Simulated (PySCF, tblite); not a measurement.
# C₃H₁₀N₃Si₂ radical: geometry, infrared bands and EPR parameters

What infrared bands and EPR parameters should C₃H₁₀N₃Si₂ radical (`N[CH]C#C[Si@H](N)[SiH2]N`) show?

The runs use tblite 0.8.0 and PySCF 2.14.0, with density-fitted response routines of our own; the level of theory stands in each step. All values are computed, except where a source is named. Atoms count from 0, in the outputs and in this text.

### Step 1. The starting structure

18 atoms, charge 0, multiplicity 2; geometry from: force field or distance geometry start.

Bonds of the start (Å): N0–C1 1.46, C1–C2 1.45, C2–C3 1.22, C3–Si4 1.81, Si4–N5 1.81, Si4–Si6 2.20, Si6–N7 1.80, N0–H8 1.06, N0–H9 1.05, C1–H10 1.11, Si4–H11 1.49, N5–H12 1.06, N5–H13 1.06, Si6–H14 1.48, Si6–H15 1.47, N7–H16 1.05, N7–H17 1.06.

### Step 2. Optimising the geometry with GFN2-xTB

The job: settings as JSON, then the geometry in Å.

```
{"job": {"kind": "relax", "xc": "GFN2-xTB", "basis": "xTB"}, "charge": 0, "multiplicity": 2}
N      4.190800    -0.252000    -0.203900
C      3.239900     0.198100     0.803900
C      1.906400     0.158000     0.242400
C      0.781800     0.160800    -0.233300
Si    -0.888400     0.161300    -0.934900
N     -1.730800     1.714600    -0.560200
Si    -2.145300    -1.466200    -0.141800
N     -3.172800    -0.781400     1.167600
H      4.453900     0.598100    -0.781900
H      5.061100    -0.540200     0.315200
H      3.490900     1.209800     1.186100
H     -0.789200     0.093800    -2.416500
H     -1.052900     2.469800    -0.870500
H     -1.723300     1.760400     0.501200
H     -1.319100    -2.508000     0.506700
H     -2.999200    -2.110000    -1.147300
H     -3.142200     0.254100     1.027200
H     -4.170500    -1.114600     1.029700
```

The run is started by

```bash
> OMP_NUM_THREADS=1 python probes_run.py task.json out
```

The driver reads the jobs from task.json and runs them one after another.

Log:

```text
step      E/eV     max force
  0    -641.54117    3.572
  1    -642.09238    2.061
  2    -642.23660    3.790
  3    -642.34539    1.958
  4    -642.42521    1.073
  5    -642.53891    0.636
  6    -642.58117    0.689
  7    -642.64471    0.668
  8    -642.71003    0.582
  9    -642.76767    0.499
 10    -642.80240    0.461
 11    -642.83383    0.438
 12    -642.86148    0.522
 13    -642.88828    0.523
 14    -642.91767    0.586
 15    -642.94609    0.487
 16    -642.97704    0.462
 17    -642.99690    0.381
 18    -643.03249    0.474
 19    -643.06649    0.675
 20    -643.09452    0.780
 21    -643.11522    0.414
 22    -643.13560    0.350
 23    -643.15622    0.401
 24    -643.17775    0.311
 25    -643.19198    0.285
 26    -643.20414    0.301
 27    -643.21228    0.299
 28    -643.22097    0.293
 29    -643.22851    0.337
 30    -643.23532    0.309
 31    -643.24215    0.219
 32    -643.24671    0.153
 33    -643.24969    0.154
 34    -643.25470    0.158
 35    -643.25853    0.147
 36    -643.26137    0.132
 37    -643.26342    0.151
 38    -643.26581    0.118
 39    -643.26840    0.145
 40    -643.27090    0.164
 41    -643.27274    0.118
 42    -643.27438    0.095
 43    -643.27619    0.111
 44    -643.27832    0.135
 45    -643.28037    0.151
 46    -643.28244    0.154
 47    -643.28445    0.113
 48    -643.28607    0.111
 49    -643.28715    0.109
 50    -643.28804    0.106
 51    -643.28913    0.106
 52    -643.29031    0.111
 53    -643.29143    0.083
 54    -643.29220    0.056
 55    -643.29274    0.056
 56    -643.29349    0.104
 57    -643.29482    0.144
 58    -643.29601    0.115
 59    -643.29674    0.063
 60    -643.29716    0.056
 61    -643.29765    0.069
 62    -643.29837    0.100
 63    -643.29908    0.115
 64    -643.29951    0.058
 65    -643.29991    0.048
 66    -643.30014    0.040
 67    -643.30037    0.044
 68    -643.30062    0.037
 69    -643.30086    0.038
 70    -643.30112    0.044
 71    -643.30140    0.045
 72    -643.30162    0.042
 73    -643.30178    0.026
 74    -643.30193    0.031
 75    -643.30211    0.050
 76    -643.30231    0.052
 77    -643.30253    0.037
 78    -643.30278    0.041
 79    -643.30310    0.048
 80    -643.30348    0.059
 81    -643.30384    0.055
 82    -643.30413    0.049
 83    -643.30435    0.032
 84    -643.30456    0.035
 85    -643.30477    0.055
 86    -643.30499    0.040
 87    -643.30527    0.047
 88    -643.30559    0.048
 89    -643.30588    0.040
 90    -643.30604    0.030
 91    -643.30616    0.030
 92    -643.30627    0.036
 93    -643.30646    0.049
 94    -643.30669    0.044
 95    -643.30690    0.034
 96    -643.30702    0.022
 97    -643.30710    0.021
 98    -643.30718    0.027
 99    -643.30728    0.038
100    -643.30741    0.033
101    -643.30752    0.027
102    -643.30761    0.022
103    -643.30769    0.019
104    -643.30778    0.024
105    -643.30793    0.031
106    -643.30816    0.043
107    -643.30844    0.045
108    -643.30872    0.056
109    -643.30892    0.036
110    -643.30908    0.032
111    -643.30928    0.034
112    -643.30961    0.046
113    -643.31010    0.071
114    -643.31058    0.043
115    -643.31091    0.052
116    -643.31113    0.042
117    -643.31136    0.051
118    -643.31172    0.053
119    -643.31219    0.067
120    -643.31249    0.034
121    -643.31262    0.031
122    -643.31268    0.021
123    -643.31273    0.023
124    -643.31280    0.022
125    -643.31288    0.025
126    -643.31296    0.020
127    -643.31300    0.010
128    -643.31302    0.010
```

It took 1.2 s on 1 thread of Arm Neoverse V1, shared host.

Step by step: (not every step is listed)

```
step  energy from step 0 (eV)  largest force (eV/Å)
   0                   0.0000                3.5715
   1                  -0.5512                2.0606
   2                  -0.6954                3.7897
   3                  -0.8042                1.9576
   4                  -0.8840                1.0732
   5                  -0.9977                0.6355
   6                  -1.0400                0.6892
   7                  -1.1035                0.6685
   8                  -1.1689                0.5818
  19                  -1.5253                0.6750
  30                  -1.6942                0.3095
  41                  -1.7316                0.1183
  52                  -1.7491                0.1113
  63                  -1.7579                0.1146
  74                  -1.7608                0.0313
  85                  -1.7636                0.0553
  96                  -1.7659                0.0221
 107                  -1.7673                0.0453
 118                  -1.7706                0.0531
 123                  -1.7716                0.0229
 124                  -1.7716                0.0217
 125                  -1.7717                0.0247
 126                  -1.7718                0.0197
 127                  -1.7718                0.0102
 128                  -1.7719                0.0102
```

Distances of close pairs at the start and the end, largest changes first:

```
   bond  before (Å)  after (Å)  change (Å)
Si4–Si6       2.204      2.303      +0.099
  C1–C2       1.447      1.357      -0.090
  N0–C1       1.457      1.386      -0.071
 Si6–N7       1.800      1.730      -0.070
 Si4–N5       1.806      1.737      -0.069
 N5–H13       1.062      1.008      -0.055
 N7–H17       1.061      1.008      -0.053
 N5–H12       1.061      1.008      -0.053
```

The end geometry stands in the next job.

### Step 3. Vibrational analysis with GFN2-xTB

The job: settings as JSON, then the geometry in Å.

```
{"job": {"kind": "ir", "xc": "GFN2-xTB", "basis": "xTB"}, "charge": 0, "multiplicity": 2}
N      4.307963    -0.368666    -0.058770
C      3.273097     0.215035     0.655163
C      2.014271     0.322149     0.159351
C      0.903299     0.483626    -0.346408
Si    -0.841636     0.432551    -0.931037
N     -1.770567     1.851723    -0.556339
Si    -1.970839    -1.373259    -0.055320
N     -3.240665    -0.763345     0.948261
H      4.145162    -0.446231    -1.051941
H      5.240448    -0.075062     0.188976
H      3.491607     0.490096     1.675409
H     -0.754741     0.482478    -2.402431
H     -1.452149     2.738066    -0.916017
H     -2.073701     1.973082     0.397101
H     -1.199996    -2.220238     0.862686
H     -2.444919    -2.286034    -1.119053
H     -3.826275    -0.031027     0.578926
H     -3.809119    -1.418627     1.461226
```

Log:

```text
mode    cm-1     km/mol
  1      15.1      2.18
  2      24.6      3.40
  3      47.3      0.33
  4      77.6      1.76
  5     118.9      0.79
  6     142.4      5.06
  7     176.3      5.96
  8     191.4     11.37
  9     216.4     39.12
 10     262.9      1.48
 11     290.7     26.06
 12     298.6     18.16
 13     370.8     41.66
 14     420.3     11.80
 15     438.0      7.37
 16     496.9      1.08
 17     540.8    127.44
 18     570.3    131.91
 19     587.0     60.61
 20     592.6    166.31
 21     606.0     43.21
 22     627.5    212.71
 23     649.9    363.71
 24     683.2    283.91
 25     697.8     96.02
 26     825.9     84.35
 27     828.6    300.58
 28     849.9    172.42
 29     855.0     87.39
 30     883.3    258.15
 31    1025.9      4.89
 32    1144.7     20.38
 33    1230.3     47.71
 34    1428.5    160.08
 35    1501.3    208.41
 36    1532.0     22.03
 37    1541.2     46.20
 38    2092.0    378.56
 39    2110.1     54.53
 40    2131.0    478.43
 41    2208.3    307.30
 42    3072.5     29.16
 43    3421.1      3.68
 44    3462.4      0.16
 45    3463.6      1.65
 46    3483.0      1.92
 47    3495.6     14.23
 48    3497.2      2.11
```

Run time: 0.79 s. Hardware: 1 thread of Arm Neoverse V1, shared host.

The strongest bands and the atoms that carry them (share of the mass-weighted mode):

```
cm⁻¹  km/mol                                   atoms
 628   212.7                      H11 60 %, Si4 14 %
 650   363.7     H8 48 %, H9 21 %, N0 14 %, H10 13 %
 683   283.9                                H11 67 %
 829   300.6  H13 25 %, H12 24 %, H16 13 %, H17 13 %
 883   258.1                       N7 40 %, Si6 32 %
2092   378.6                                H15 92 %
2131   478.4                                H11 94 %
2208   307.3                                H14 95 %
```

### Step 4. g tensor and hyperfine couplings: B3LYP/pcH-1

Settings changed since step 3:

```diff
@@ -1,2 +1,2 @@
-{"job": {"kind": "ir", "xc": "GFN2-xTB", "basis": "xTB"}, "charge": 0, "multiplicity": 2}
+{"job": {"kind": "epr", "basis": "pcH-1"}, "charge": 0, "multiplicity": 2}
 N      4.307963    -0.368666    -0.058770
```

Method: UKS B3LYP, pcH-1 on C H N Si, non-relativistic, mean-field spin-orbit, GIAO.

Log:

```text
UKS, coarse grid
  cycle   1  E = -863.46367773  |g| = 5.44e-01
  cycle   2  E = -863.31489213  |g| = 7.77e-01
  cycle   3  E = -863.58615169  |g| = 1.36e-01
  cycle   4  E = -863.59236056  |g| = 8.32e-02
  cycle   5  E = -863.59579258  |g| = 2.40e-02
  cycle   6  E = -863.59609637  |g| = 6.09e-03
  cycle   7  E = -863.59613122  |g| = 2.90e-03
  cycle   8  E = -863.59614154  |g| = 1.75e-03
  cycle   9  E = -863.59614405  |g| = 5.86e-04
UKS, final grid
  cycle   1  E = -863.59612899  |g| = 6.86e-04
  cycle   2  E = -863.59612883  |g| = 1.09e-03
  cycle   3  E = -863.59612939  |g| = 1.52e-04
  cycle   4  E = -863.59612942  |g| = 1.52e-04
  cycle   5  E = -863.59612945  |g| = 1.07e-04
  cycle   6  E = -863.59612946  |g| = 1.08e-05
E = -863.59612946 Eh   <S^2> = 0.7634 (exact 0.7500)
g shifts (ppm)      1          2          3
  rmc          -167       -167       -167
  gc             -6         38         23
  oz_so         -80        525       1011
  total        -253        395        867
hyperfine (MHz)  atom isotope    a_iso     a_fc   dipolar eigenvalues
    0   14N      20.00      20.02    -10.52    -10.30     20.82
    1   13C      44.80      44.85    -49.89    -49.46     99.35
    2   13C     -49.50     -49.51    -16.29     -1.67     17.95
    3   13C      43.01      43.07    -35.52    -27.65     63.17
    4  29Si      18.44      18.46     -2.17      0.49      1.68
    5   14N       3.30       3.30     -0.43     -0.36      0.78
    6  29Si     -35.32     -35.36     -5.09      2.31      2.78
    7   14N       2.60       2.59     -0.19     -0.12      0.31
    8    1H      -2.31      -2.32    -10.87     -4.77     15.63
    9    1H      13.22      13.21    -11.64     -5.01     16.65
   10    1H     -41.20     -41.21    -22.92     -1.27     24.19
   11    1H       5.16       5.16     -1.85     -1.45      3.30
   12    1H      -0.31      -0.31     -1.50     -0.83      2.33
   13    1H      -0.50      -0.50     -1.07     -0.90      1.97
   14    1H      -0.51      -0.51     -1.14     -0.47      1.62
   15    1H       6.58       6.58     -0.57     -0.54      1.11
   16    1H      -0.06      -0.06     -0.63     -0.43      1.06
   17    1H       3.37       3.37     -0.42     -0.33      0.75
```

It took 2.4 min on 1 thread of Arm Neoverse V1, shared host; peak memory 1.1 GiB.

Principal g values 2.00207, 2.00271, 2.00319; g(iso) = 2.00266, against 2.00232 for a free electron.

Mean a(iso) over the nuclei that a row names, and the largest dipolar term of the row (other rows stand at the frozen geometry):

```
  nuclei  isotope  a(iso) (MHz)  a(iso) (G, at g = 2.0023)  largest dipolar term (MHz)
      C2      13C         -49.5                      -17.7                        18.0
      C1      13C          44.8                       16.0                        99.3
      C3      13C          43.0                       15.3                        63.2
     H10       1H         -41.2                      -14.7                        24.2
     Si6     29Si         -35.3                      -12.6                        -5.1
      N0      14N          20.0                        7.1                        20.8
     Si4     29Si          18.4                        6.6                        -2.2
     H15       1H           6.6                        2.3                         1.1
  H8, H9       1H           5.5                        1.9                        16.7
     H11       1H           5.2                        1.8                         3.3
      N5      14N           3.3                        1.2                         0.8
      N7      14N           2.6                        0.9                         0.3
H16, H17       1H           1.7                        0.6                         1.1
     H14       1H          -0.5                       -0.2                         1.6
```

Mulliken spin populations:

N0 0.16; C1 0.57; C2 -0.20; C3 0.46; Si4 0.00; N5 0.00; Si6 0.02; N7 0.00; H8 0.00; H9 0.00; H10 -0.03; H11 0.00; H12 0.00; H13 0.00; H14 0.00; H15 0.00; H16 0.00; H17 0.00

In first order the couplings over 0.8 MHz of 1H, 14N give 1890 distinct lines over 42.4 G, if the averaged nuclei exchange fast; the same motion can average rows kept apart here too.

Orbitals, density, ELF and potential are computed afterwards from the orbital file.

ELF in a plane through or near 7 of the atoms.

Values, 10 rows by 14 columns:
```
0.00 0.00 0.00 0.00 0.00 0.00 0.00 0.00 0.00 0.00 0.00 0.00 0.00 0.00
0.00 0.00 0.00 0.00 0.00 0.00 0.00 0.00 0.10 0.00 0.00 0.00 0.00 0.00
0.00 0.00 0.00 0.00 0.00 0.00 0.00 0.46 0.99 0.25 0.00 0.00 0.00 0.00
0.00 0.00 0.00 0.00 0.03 0.15 0.43 0.24 0.44 0.85 0.07 0.00 0.00 0.00
0.00 0.00 0.12 0.19 0.40 0.71 0.36 0.41 0.45 0.06 0.16 0.03 0.00 0.00
0.00 0.11 0.99 0.44 0.45 0.35 0.69 0.31 0.90 0.42 0.81 0.18 0.00 0.00
0.00 0.00 0.35 0.89 0.19 0.21 0.08 0.11 0.50 0.37 0.65 0.11 0.00 0.00
0.00 0.00 0.00 0.12 0.00 0.00 0.00 0.98 1.00 0.21 0.03 0.00 0.00 0.00
0.00 0.00 0.00 0.00 0.00 0.00 0.00 0.20 0.72 0.04 0.00 0.00 0.00 0.00
0.00 0.00 0.00 0.00 0.00 0.00 0.00 0.00 0.00 0.00 0.00 0.00 0.00 0.00
```
The map spans 15.7 Å across and 11.1 Å up, centred on the molecule. Atoms in the plane (x, y in Å): N0 (-4.3, -0.6), C2 (-2.0, 0.1), C3 (-0.9, 0.5), N5 (1.7, 2.0), H9 (-5.2, -0.4), H12 (1.3, 2.9), H14 (1.3, -2.3).

On the surface of density 0.002 e/bohr³ the electrostatic potential runs, from the 1st to the 99th percentile, from -1.35 V near N7 to 1.90 V near H9.

The spin density lies nearest to C1, C3 about 31 % each; N0 13 %; C2 10 % (beta excess).

### Step 5. What came out

| quantity | value |
| --- | --- |
| strongest single infrared mode (GFN2-xTB) | 2131 cm⁻¹, 478 km/mol |
| zero-point energy (GFN2-xTB) | 79.0 kcal/mol |
| g(iso) (B3LYP) | 2.00266 |
| ⟨S²⟩ | 0.763 (exact 0.75) |
| largest a(iso) (averaged by class) | 13C on C2, -49.5 MHz |
| potential on the surface of density 0.002 e/bohr³, 1st and 99th percentile | -1.35 V and 1.90 V |

**Reading.** The optimisation took 128 steps and gained 1.772 eV; among the close pairs (by a distance rule), Si4–Si6 changed most, from 2.204 to 2.303 Å. No mode is imaginary among the 48: a minimum at this level. The strongest single mode, at 2131 cm⁻¹, moves mainly H11. Unscaled tight-binding wavenumbers are off by several per cent, some by more. Its intensities can rank the bands wrongly. The largest spin populations lie on C1 (0.57 e), C3 (0.46 e). The isotropic g lies 0.3 ppt above the free-electron value. These values are for one conformer; the search (at its own cheap level) found 2 more, at 0.04, 0.81 kcal/mol (those within 0.05 may be mirror or relabelled copies), and measured spectra average over such forms.
